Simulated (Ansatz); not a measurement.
CH4SSe, SMILES SC[SeH], an active-space calculation

Program: Ansatz 0.2.0, Python API.

`cas_ch4sse.py`:
```python
import warnings

import ansatz

BASIS_SET = "def2-SVP"


def main() -> None:
    warnings.simplefilter("ignore", ansatz.DeckWarning)

    system = (
        ansatz.Crystal.molecule()
        .atom("S", [-1.5551, -0.347, -0.1322])
        .atom("C", [-0.0506, 0.1721, 0.6604])
        .atom("Se", [1.3635, -0.9752, 0.0337])
        .atom("H", [-1.0959, 0.1403, -1.4156])
        .atom("H", [-0.1551, 0.056, 1.7418])
        .atom("H", [0.1904, 1.2487, 0.4232])
        .atom("H", [1.3641, -0.363, -1.357])
    )

    job = (
        system.calculation()
        .basis(gaussian=BASIS_SET)
        .correlation(active_electrons=2, active_orbitals=2)
    )
    for method in ["sc_nevpt2"]:
        data = (job if method is None else job.correlation(method)).run().report
        space = data["configurations"]
        state = space["states"][0]
        print(method or "casscf", f"total {data['free_energy_ev'] / 27.211386246:.6f} Ha, active-space state {state['energy']['hartree']:.6f} Ha, mean field {data['reference_energy_ev'] / 27.211386246:.6f} Ha")
        print("  determinants", state["n_determinants"], " natural occupations", [round(n, 3) for n in space["natural_occupations"]])


if __name__ == "__main__":
    main()
```

```console
$ python cas_ch4sse.py
sc_nevpt2 total -2837.605034 Ha, active-space state -2837.102701 Ha, mean field -2837.085361 Ha
  determinants 4  natural occupations [1.969, 0.031]
```

Caveats:
- Total energies depend on the basis set; only differences at equal settings carry meaning.
- The geometry is a force-field or estimated start, not a minimum of this method, and the basis set is short of its limit. The active space starts as a window about the frontier orbitals and is then optimised, not chosen by chemistry.
- It ran for 12 s on 1 thread of Arm Neoverse V1, with other jobs on the host, peak memory 0.24 GiB.
